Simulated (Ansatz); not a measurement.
I need a ladder of methods at one geometry of CH7ClOSi2, SMILES OC[SiH2][SiH2]Cl. Use the Python package of Ansatz (0.2.0). Use (for the species named): LC-wPBE, cc-pVDZ basis, multiplicity 1. The script varies functional: lc_wpbe, hf, pbe0, cam_b3lyp, blyp, r2scan.

```xyz
12

O     0.4056   -0.3929    2.6172
C    -0.2142   -0.3318    1.2898
Si    0.8408    0.3604   -0.0849
Si   -0.2123    0.1466   -2.0502
Cl   -2.1211    1.0310   -1.9312
H    -0.3235   -0.6724    3.2113
H    -1.1067    0.2599    1.3518
H    -0.4486   -1.3433    1.0415
H     1.1986    1.8103    0.2237
H     2.1601   -0.3939   -0.1348
H    -0.5523   -1.2980   -2.3272
H     0.4506    0.7691   -3.1730
```

`methods.py`
```python
from pathlib import Path
import warnings

import ansatz
import numpy as np


def main() -> None:
    warnings.simplefilter("ignore", ansatz.DeckWarning)

    geometry_ang = [
        ("O", (0.4056, -0.3929, 2.6172)),
        ("C", (-0.2142, -0.3318, 1.2898)),
        ("Si", (0.8408, 0.3604, -0.0849)),
        ("Si", (-0.2123, 0.1466, -2.0502)),
        ("Cl", (-2.1211, 1.031, -1.9312)),
        ("H", (-0.3235, -0.6724, 3.2113)),
        ("H", (-1.1067, 0.2599, 1.3518)),
        ("H", (-0.4486, -1.3433, 1.0415)),
        ("H", (1.1986, 1.8103, 0.2237)),
        ("H", (2.1601, -0.3939, -0.1348)),
        ("H", (-0.5523, -1.298, -2.3272)),
        ("H", (0.4506, 0.7691, -3.173)),
    ]
    ch7closi2 = ansatz.Crystal.molecule()
    for symbol, xyz in geometry_ang:
        ch7closi2 = ch7closi2.atom(symbol, xyz)

    setup = ch7closi2.calculation().basis(gaussian="cc-pVDZ")

    print("functional    E (Ha)        dipole (D)   HOMO (eV)  LUMO (eV)")
    for name in ["lc_wpbe", "hf", "pbe0", "cam_b3lyp", "blyp", "r2scan"]:
        report = setup.functional(name).forces().orbitals().run(threads=1, runs_dir="runs").report
        lines = Path(report["orbitals_path"]).read_text().splitlines()
        field_of = lambda key: [line.split("=")[1].strip() for line in lines if line.startswith(key)]
        orbitals = [(27.211386 * float(e), s, float(n)) for e, s, n in zip(field_of("Ene="), field_of("Spin="), field_of("Occup="))]
        homo = max(e for e, _, n in orbitals if n > 0.5)
        lumo = min(e for e, _, n in orbitals if n < 0.5)
        dipole = 4.803205 * np.linalg.norm(report["charge_distribution"]["dipole_moment_e_ang"])
        print(f"{name:10s} {report['free_energy_ev'] / 27.211386246:14.6f} {dipole:9.3f} {homo:11.3f} {lumo:10.3f}")


if __name__ == "__main__":
    main()
```

```console
$ python methods.py
functional    E (Ha)        dipole (D)   HOMO (eV)  LUMO (eV)
lc_wpbe      -1156.364909     1.206     -10.640      1.524
hf           -1154.196229     1.237     -11.251      2.666
pbe0         -1156.220084     1.192      -7.788     -0.691
cam_b3lyp    -1156.708362     1.167      -9.226      0.477
blyp         -1156.670114     1.148      -5.776     -1.273
r2scan       -1156.596073     1.194      -6.382     -1.316
```

Notes:
- Total energies depend on the basis set; only differences at equal settings carry meaning.
- The geometry is a force-field or estimated start, not a minimum of this method, and the basis set is short of its limit. A lower total doesn't mark the better method: functionals have no common bound, and MP2 and coupled cluster aren't variational.
- Levels such as HOMO and LUMO are orbital energies: with these approximate functionals they aren't the ionisation energy and electron affinity, and their gap isn't the fundamental gap.
- For Al to Cl the sets with a tight d function, cc-pV(X+d)Z, are usual.
- Finished in 42 s on 1 thread of Arm Neoverse V1, on a shared host, peak memory 0.39 GiB.
